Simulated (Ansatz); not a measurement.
# ClTa: the cost of one run

Method: def2-QZVPP, core rule «outside noble gas», up to 9 orbitals frozen; program: Ansatz 0.2.0, Gaussian basis.

Plan: UHF; ROHF; CCSD(T) on UHF.

## Step 1: The geometry

The geometry is a PBE0/def2-TZVP stationary point (not a proven minimum) of the parent state, kept for this charge and spin. No spin-orbit coupling is included. Elements past krypton take def2 core potentials.

2 atoms, charge 1, spin multiplicity 6.

Atoms are counted from 1 here; the program's logs count them from 0.

Bond lengths: Ta1–Cl2 2.875 Å.

## Step 2: UHF

in.yaml reads:

```yaml
crystal:
  periodic: [false, false, false]
  atoms:
    - {symbol: Ta, position_ang: [0.000000, 0.000000, 0.000000]}
    - {symbol: Cl, position_ang: [0.000000, 0.000000, 2.875200]}
basis:
  gaussian: {orbitals: "def2-QZVPP.json"}
total_charge: 1
magnetization: {spin_polarized: true, initial_magnetization: 5}
hamiltonian: {xc: hf}
output: {orbitals: {seedname: orbitals}}
```

Run with:

```bash
$ ansatz run in.yaml --threads 1 --pin off --events-out ev --progress --plain --max-ram 4096MiB --backend cpu
```

**Question.** How long does this run take on 1 thread of AMD EPYC 7R13, shared host, and how much memory does it need?

About 64 s, with a peak of 0.41 GiB.
